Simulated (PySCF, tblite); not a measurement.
# CH₁₃NSi₄: geometry, infrared bands and NMR shifts

Wanted: the infrared bands and NMR shifts of CH₁₃NSi₄ (`CN[Si@H]([SiH3])[SiH2][SiH3]`), by calculation.

Computed with tblite 0.8.0 and PySCF 2.14.0, with density-fitted response routines of our own, on a single molecule in the gas phase. Atoms count from 0, in the outputs and in this text.

### Step 1. The starting structure

19 atoms, charge 0, multiplicity 1; geometry from: force field or distance geometry start.

Bonds of the start (Å): C0–N1 1.46, N1–Si2 1.82, Si2–Si3 2.22, Si2–Si4 2.21, Si4–Si5 2.21, C0–H6 1.09, C0–H7 1.09, C0–H8 1.12, N1–H9 1.03, Si2–H10 1.48, Si3–H11 1.46, Si3–H12 1.49, Si3–H13 1.47, Si4–H14 1.47, Si4–H15 1.47, Si5–H16 1.47, Si5–H17 1.48, Si5–H18 1.48.

### Step 2. Optimising the geometry with GFN2-xTB

The job: settings as JSON, then the geometry in Å.

```
{"job": {"kind": "relax", "xc": "GFN2-xTB", "basis": "xTB"}, "charge": 0, "multiplicity": 1}
C     -2.631800    -1.212200     0.114100
N     -1.984300    -0.404500    -0.917000
Si    -0.512400     0.243200    -0.072700
Si    -0.137200     2.373700    -0.564500
Si     1.136600    -1.133300    -0.576500
Si     3.138000    -0.374800    -0.027600
H     -1.945900    -1.991100     0.457800
H     -3.626000    -1.559900    -0.172300
H     -2.777900    -0.517700     0.980700
H     -2.584200     0.352900    -1.268700
H     -0.751500     0.147000     1.382400
H      1.143900     2.591600    -1.232300
H     -0.137100     3.198700     0.680000
H     -1.250200     2.888600    -1.376500
H      0.890800    -2.358700     0.197700
H      1.141600    -1.517600    -2.000300
H      3.082100     0.868200     0.752400
H      3.906400    -0.221400    -1.283100
H      3.889300    -1.363400     0.780600
```

Launch:

```sh
$ OMP_NUM_THREADS=1 python probes_run.py task.json out
```

The driver reads the jobs from task.json and runs them one after another.

**Question.** This job is followed by: GFN2-xTB harmonic vibrations, gas phase; GIAO PBE0/pcSseg-1 NMR shielding, non-relativistic, gas phase. Predict these results of the whole session: strongest single infrared mode (GFN2-xTB); zero-point energy (GFN2-xTB); ¹³C shifts against TMS (PBE0/pcSseg-1); ¹H shifts against TMS (PBE0/pcSseg-1, means over atoms taken as alike); ¹⁵N shifts against NH3 (PBE0/pcSseg-1); ²⁹Si shifts against TMS (PBE0/pcSseg-1).

**Answer**, as computed:

```
                                                              quantity                                          value
                             strongest single infrared mode (GFN2-xTB)                           604 cm⁻¹, 815 km/mol
                                          zero-point energy (GFN2-xTB)                                  78.5 kcal/mol
                                ¹³C shifts against TMS (PBE0/pcSseg-1)                                       35.8 ppm
¹H shifts against TMS (PBE0/pcSseg-1, means over atoms taken as alike)  5.45, 3.78, 3.41, 3.40, 3.37, 2.78, -0.57 ppm
                                ¹⁵N shifts against NH3 (PBE0/pcSseg-1)                                       10.4 ppm
                               ²⁹Si shifts against TMS (PBE0/pcSseg-1)              -47.5, -117.7, -124.1, -132.7 ppm
```

What this shows: Relaxing lowered the energy by 0.884 eV in 118 steps; the close pair that moved most is Si2–Si4, from 2.206 to 2.332 Å. The lowest mode is imaginary (29i cm⁻¹), so the xTB geometry is not a minimum. The strongest single mode, at 604 cm⁻¹, moves mainly H14. GFN2-xTB is a fitted tight-binding method: band positions and strengths are rough. Its intensities can rank the bands wrongly. At PBE0/pcSseg-1: The widest tensor belongs to Si2: span 162 ppm, with a paramagnetic part of -485 ppm.
